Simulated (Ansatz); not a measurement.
**HOSeSi radical (SMILES [O][SiH]=[Se]): functionals against CCSD(T) at one geometry**

The task here is to estimate one member of a computed series from the others.

Program: Ansatz 0.2.0, Gaussian basis. Level of theory: single points in def2-TZVPP. These are calculated values, not measurements.

Cores are frozen in the correlated methods. Filled d shells of the heavier atoms are correlated. Orbitals are unrestricted. B3LYP uses VWN-RPA correlation.

### The system as given

SMILES `[O][SiH]=[Se]`, 4 atoms, charge 0, spin multiplicity 2.

Atoms are counted from 1 here; the program's logs count them from 0.

Bond lengths: O1–Si2 1.471 Å, Si2–Se3 2.349 Å, Si2–H4 1.428 Å. Angles: O1–Si2–Se3 118.4°, O1–Si2–H4 129.0°, Se3–Si2–H4 112.2°.

Geometry (Å):

```
O    -1.23690   -0.60090    0.92350
Si   -0.28220    0.08830    0.04120
Se    1.98820   -0.50200    0.17130
H    -0.54180    1.00090   -1.02580
```

Set-up of the first run:

Contents of run/in.yaml:

```yaml
crystal:
  periodic: [false, false, false]
  atoms:
    - {symbol: O, position_ang: [-1.236900, -0.600900, 0.923500]}
    - {symbol: Si, position_ang: [-0.282200, 0.088300, 0.041200]}
    - {symbol: Se, position_ang: [1.988200, -0.502000, 0.171300]}
    - {symbol: H, position_ang: [-0.541800, 1.000900, -1.025800]}
basis:
  gaussian: {orbitals: def2-TZVPP}
magnetization: {spin_polarized: true, initial_magnetization: 1}
correlation: {method: ccsd_t}
scf: {omitted_lower_state_checks: [cluster_reference]}
output: {forces: true}
```

No record of the launch command was kept for these runs.

Steps of the session up to this table: CCSD(T)/def2-TZVPP; PBE0-D4/def2-TZVPP; wB97M-V/def2-TZVPP; r2SCAN-D4/def2-TZVPP; PBE-D4/def2-TZVPP; B3LYP-D4/def2-TZVPP; revPBE-D4/def2-TZVPP.

One of the session's tables, all rows but one given; the rest of the session is left out.

```
   method  RMS force component (eV/Å)  angle to CCSD(T) forces (°)  dipole (D)
  CCSD(T)                       1.598                    reference        3.30
  PBE0-D4                           ?                            ?           ?
  wB97M-V                       1.405                          5.4        3.41
r2SCAN-D4                       1.581                          2.5        3.18
   PBE-D4                       1.862                          4.7        3.00
 B3LYP-D4                       1.461                          1.6        3.34
revPBE-D4                       1.908                          6.2        2.99
```

Estimate the missing values for PBE0-D4.

**Answer.** RMS force component (eV/Å): 1.437; angle to CCSD(T) forces (°): 6.3; dipole (D): 3.36. In the column «RMS force component (eV/Å)» it lies between wB97M-V (1.405) and B3LYP-D4 (1.461).
